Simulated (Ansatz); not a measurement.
# SiSbTe3: the cost of one run

Program: Ansatz 0.2.0. Level of theory: DFT PBE, scalar-relativistic, plane waves, PAW. These are calculated values, not measurements.

## Step 1: Starting point

The structure is cubic, space group Pm-3m (No. 221). Conventional cell: a = 5.374 Å, b = 5.374 Å, c = 5.374 Å, α = 90.00°, β = 90.00°, γ = 90.00°. Si (site symmetry m-3m) has 6 Te at 2.69 Å as nearest neighbours. Around Sb (site symmetry m-3m) lie 12 Te at 3.80 Å. Te (site symmetry 4/mmm) is surrounded by 2 Si at 2.69 Å and 4 Sb at 3.80 Å and 8 Te at 3.80 Å.

Coordinates:

```cif
data_structure
_symmetry_space_group_name_H-M 'P 1'
_symmetry_Int_Tables_number 1
_cell_length_a 5.3740
_cell_length_b 5.3740
_cell_length_c 5.3740
_cell_angle_alpha 90.000
_cell_angle_beta 90.000
_cell_angle_gamma 90.000
_cell_volume 155.20
loop_
_atom_site_label
_atom_site_type_symbol
_atom_site_fract_x
_atom_site_fract_y
_atom_site_fract_z
_atom_site_occupancy
Si1 Si 0.00000 0.00000 0.00000 1
Sb1 Sb 0.50000 0.50000 0.50000 1
Te1 Te 0.50000 0.00000 0.00000 1
Te2 Te 0.00000 0.50000 0.00000 1
Te3 Te 0.00000 0.00000 0.50000 1
```

The cell is invented: random cell by space group and Wyckoff sites (Pm-3m, No. 221). The dimensions are guesses.

## Step 2: Probe: one point on a coarse mesh

The input, input.yaml:

```yaml
crystal:
  lattice:
    - [5.37397155, 0.0, 0.0]
    - [0.0, 5.37397155, 0.0]
    - [0.0, 0.0, 5.37397155]
  atoms:
    - { symbol: Si, position: [0.0, 0.0, 0.0] }
    - { symbol: Sb, position: [0.5, 0.5, 0.5] }
    - { symbol: Te, position: [0.5, 0.0, 0.0] }
    - { symbol: Te, position: [0.0, 0.5, 0.0] }
    - { symbol: Te, position: [0.0, 0.0, 0.5] }
basis:
  ecutwfc: 420
kpoints:
  mp_grid: { grid: [4, 4, 4] }
hamiltonian:
  xc: pbe
scf:
  occupations: { method: gaussian, width: 0.1 }
  lower_state_search: "off"
output:
  forces: true
  stress: true
  eigenvalues: true
```

Run with:

```sh
> ansatz run input.yaml --threads 1 --pin off --max-ram 2560MiB --backend cpu --events-out ev --progress --plain --runs-dir out
```

What time and memory should one allow on 1 thread of AMD EPYC 9R45 (Zen 5), shared host?

About 1.2 s, with a peak of 0.47 GiB.
